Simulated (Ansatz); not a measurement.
**F− with H₂O₂: structure and interaction energy**

The task here is to estimate one member of a computed series from the others.

The runs use Ansatz 0.2.0, Gaussian basis; PBE0-D4 structure, single points in def2-TZVPPD.

Levels: PBE-D4, revPBE-D4, BLYP-D4, r2SCAN-D4, B97M-V, PBE0-D4, B3LYP-D4, HSE06-D4, wB97X-V, wB97M-V, B2PLYP, Hartree-Fock, MP2, CCSD, CCSD(T). The reference is CCSD(T) extrapolated to the basis limit.

Correlated methods freeze the cores. B3LYP uses VWN-RPA correlation. B2PLYP carries no dispersion term here.

163 further runs of the same task are left out: 163 set aside as unsound or not needed.

**The starting structure**

The pair, from a GFN2-xTB docking trial: 5 atoms, charge -1, spin multiplicity 1.

Atoms are counted from 1 here; the program's logs count them from 0.

Bond lengths: O2–O3 1.430 Å, O2–H4 1.014 Å, O3–H5 1.003 Å. Angles: O3–O2–H4 96.6°, O2–O3–H5 96.8°.

Coordinates:

```xyz
5
charge -1, multiplicity 1
F    -0.2686    0.2726   -1.4564
O     0.7384   -0.5499    0.6470
O    -0.4002    0.2204    1.0422
H     0.6307   -0.4145   -0.3520
H    -0.7003    0.4715    0.1192
```

Atoms 1 to 1 are fragment A (F−), the rest fragment B (H₂O₂).

Set-up of the first run:

pre/in.yaml

```yaml
crystal:
  periodic: [false, false, false]
  atoms:
    - {symbol: F, position_ang: [-0.268600, 0.272600, -1.456400]}
    - {symbol: O, position_ang: [0.738400, -0.549900, 0.647000]}
    - {symbol: O, position_ang: [-0.400200, 0.220400, 1.042200]}
    - {symbol: H, position_ang: [0.630700, -0.414500, -0.352000]}
    - {symbol: H, position_ang: [-0.700300, 0.471500, 0.119200]}
basis:
  gaussian: {orbitals: def2-SVPD}
total_charge: -1
hamiltonian: {xc: pbe, dispersion: d4}
relax: {f_tol: 0.03, max_steps: 250}
```

The run is started by

```console
> ansatz run in.yaml --threads 2 --pin off --events-out ev --progress --plain --max-ram 5222MiB
```

Among the steps run: A first relaxation in a small basis; Relaxation at PBE0-D4; wB97X-V/def2-TZVPPD; wB97M-V/def2-TZVPPD; B2PLYP/def2-TZVPPD; B97M-V/def2-TZVPPD; CCSD(T)/def2-TZVPPD; MP2/def2-QZVPPD; Hartree-Fock/STO-3G; SPW92/def2-SVP; wB97M-V/def2-SVP; CCSD(T)/def2-SVP; Vibrations of the pair.

One of the session's tables, all rows but one given; the rest of the session is left out.

```
      method  interaction (kcal/mol)
      PBE-D4                  -52.46
   revPBE-D4                  -49.71
     BLYP-D4                  -50.34
   r2SCAN-D4                  -54.85
      B97M-V                  -52.04
     PBE0-D4                  -54.20
    B3LYP-D4                  -52.66
    HSE06-D4                  -54.14
     wB97X-V                       ?
     wB97M-V                  -52.87
      B2PLYP                  -51.60
Hartree-Fock                  -51.03
         MP2                  -50.88
        CCSD                  -50.83
     CCSD(T)                  -51.02
 CCSD(T)/CBS                  -52.75
```

Estimate the missing values for wB97X-V.

As computed: interaction (kcal/mol): -52.81. In the column «interaction (kcal/mol)» it lies between wB97M-V (-52.87) and CCSD(T)/CBS (-52.75).
